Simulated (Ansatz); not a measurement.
# C2H8AlClSi: up Jacob's ladder to CCSD(T)

Aim: compute C2H8AlClSi with functionals from several rungs and with coupled cluster, and see how far each lands from CCSD(T) at the basis-set limit for the atomisation energy.

Method: functionals in def2-TZVPP, the program's frozen cores in correlated methods; program: Ansatz 0.2.0, Gaussian basis.

The runs, in order: LDA (SPW92), PBE-D4, revPBE-D4, BLYP-D4, r2SCAN-D4, B97M-V, PBE0-D4, B3LYP-D4, r2SCANh-D4, r2SCAN0-D4, HSE06-D4, BHLYP-D4, CAM-B3LYP-D4, LC-ωPBE, ωB97X-V, ωB97M-V, B2PLYP, PBE-QIDH; CCSD(T)/def2-SVP; CCSD(T)/def2-TZVPP; MP2/def2-QZVPP; extrapolation to the limit; RPA on PBE.

**1. Structure used throughout**

The geometry comes from an earlier relaxation with PBE0-D4 in a triple-zeta def2 set; it is a stationary point, not always the lowest conformer.

13 atoms, charge 0, spin multiplicity 1.

Atoms are counted from 1 here; the program's logs count them from 0.

Bond lengths: C1–C2 1.499 Å, C1–H6 1.095 Å, C1–H7 1.092 Å, C1–H8 1.094 Å, C2–Cl3 1.894 Å, C2–Al4 1.972 Å, C2–H9 1.090 Å, Cl3–Al4 2.414 Å, Al4–Si5 2.449 Å, Al4–H10 1.586 Å, Si5–H11 1.493 Å, Si5–H12 1.493 Å, Si5–H13 1.491 Å. Angles: C2–C1–H6 107.5°, C2–C1–H7 112.0°, C2–C1–H8 113.1°, H6–C1–H7 107.6°, H6–C1–H8 107.7°, H7–C1–H8 108.7°, C1–C2–Cl3 109.8°, C1–C2–Al4 125.9°, C1–C2–H9 112.9°, Cl3–C2–Al4 77.3°, Cl3–C2–H9 102.5°, Al4–C2–H9 117.6°, C2–Cl3–Al4 52.8°, C2–Al4–Cl3 49.9°, C2–Al4–Si5 116.8°, C2–Al4–H10 117.7°, Cl3–Al4–Si5 108.4°, Cl3–Al4–H10 109.3° and more.

Geometry (Å):

```xyz
13
charge 0, multiplicity 1
C    -1.7559    0.4270    0.7034
C    -0.5094    1.2484    0.5643
Cl    0.7026    0.8158    1.9538
Al    1.1145    0.7246   -0.4234
Si    1.2931   -1.6253   -1.0887
H    -2.4240    0.7009   -0.1205
H    -1.5524   -0.6423    0.6209
H    -2.2896    0.6109    1.6401
H    -0.6826    2.3121    0.7241
H     2.1355    1.8705   -0.8213
H     1.0499   -1.8008   -2.5515
H     0.2965   -2.4820   -0.3812
H     2.6421   -2.1944   -0.8054
```

**2. LDA**

This LDA is Slater exchange with PW92 correlation.

in.yaml

```yaml
crystal:
  periodic: [false, false, false]
  atoms:
    - {symbol: C, position_ang: [-1.755944, 0.426966, 0.703411]}
    - {symbol: C, position_ang: [-0.509370, 1.248388, 0.564332]}
    - {symbol: Cl, position_ang: [0.702602, 0.815769, 1.953811]}
    - {symbol: Al, position_ang: [1.114509, 0.724598, -0.423357]}
    - {symbol: Si, position_ang: [1.293064, -1.625314, -1.088667]}
    - {symbol: H, position_ang: [-2.423957, 0.700893, -0.120478]}
    - {symbol: H, position_ang: [-1.552379, -0.642308, 0.620929]}
    - {symbol: H, position_ang: [-2.289611, 0.610865, 1.640112]}
    - {symbol: H, position_ang: [-0.682643, 2.312110, 0.724088]}
    - {symbol: H, position_ang: [2.135534, 1.870451, -0.821279]}
    - {symbol: H, position_ang: [1.049950, -1.800809, -2.551546]}
    - {symbol: H, position_ang: [0.296519, -2.482031, -0.381189]}
    - {symbol: H, position_ang: [2.642127, -2.194377, -0.805365]}
basis:
  gaussian: {orbitals: def2-TZVPP}
hamiltonian: {xc: lda}
output: {orbitals: {seedname: orbitals}}
```

After this run come: PBE-D4 (GGA); revPBE-D4 (GGA); BLYP-D4 (GGA); r2SCAN-D4 (meta-GGA); B97M-V (meta-GGA); PBE0-D4 (hybrid); B3LYP-D4 (hybrid); r2SCANh-D4 (hybrid); r2SCAN0-D4 (hybrid); HSE06-D4 (hybrid); BHLYP-D4 (hybrid); CAM-B3LYP-D4 (range-separated); LC-ωPBE (range-separated); ωB97X-V (range-separated); ωB97M-V (range-separated); B2PLYP (double hybrid); PBE-QIDH (double hybrid); CCSD(T) in def2-SVP; CCSD(T) in def2-TZVPP; MP2 in def2-QZVPP; RPA on PBE orbitals.

Before running them: what should the planned runs give, taken together? Wanted: atomisation energy, CCSD(T)/CBS; farthest beyond LDA; mean size of error, GGA; mean size of error, meta-GGA; mean size of error, hybrid; mean size of error, range-separated; mean size of error, double hybrid; gap, smallest and largest; T1 diagnostic.

As calculated:

```
                               quantity                                                                               value
        atomisation energy, CCSD(T)/CBS                                                                       4219.4 kJ/mol
 functionals within 21.1 kJ/mol (0.5 %)  r2SCAN-D4, PBE0-D4, B3LYP-D4, r2SCANh-D4, HSE06-D4, CAM-B3LYP-D4, ωB97X-V, ωB97M-V
                    farthest beyond LDA                                                             BHLYP-D4 (-84.2 kJ/mol)
                mean size of error, GGA                                                                         42.6 kJ/mol
           mean size of error, meta-GGA                                                                         24.6 kJ/mol
             mean size of error, hybrid                                                                         21.7 kJ/mol
    mean size of error, range-separated                                                                         15.5 kJ/mol
      mean size of error, double hybrid                                                                         47.3 kJ/mol
              gap, smallest and largest                                           4.38 eV (LDA (SPW92)), 11.01 eV (LC-ωPBE)
                          T1 diagnostic                                                                              0.0120
triples share of the correlation energy                                                                               3.9 %
```

What this shows: LDA overbinds by 514.1 kJ/mol (12 %). PBE-D4 is off by +26.9 kJ/mol. Double hybrids carry the basis error of their MP2 part in triple zeta, and no dispersion term here, so their miss is partly the set-up's. Taken by rung, range-separated functionals do best (15.5 kJ/mol on average) and double hybrid ones worst beyond LDA (47.3 kJ/mol). The gap between the best rungs is small, so their order is not settled. Misses under about 21.1 kJ/mol are within the doubt on the reference itself, which lacks core-valence correlation, relativity and higher excitations. Hartree-Fock recovers 75 % of the binding; the rest is correlation. CCSD(T) in def2-SVP is off by -224.3 kJ/mol, worse than the median functional, from the basis alone. Orbital gaps span 4.4 to 11.0 eV; exact exchange widens them.
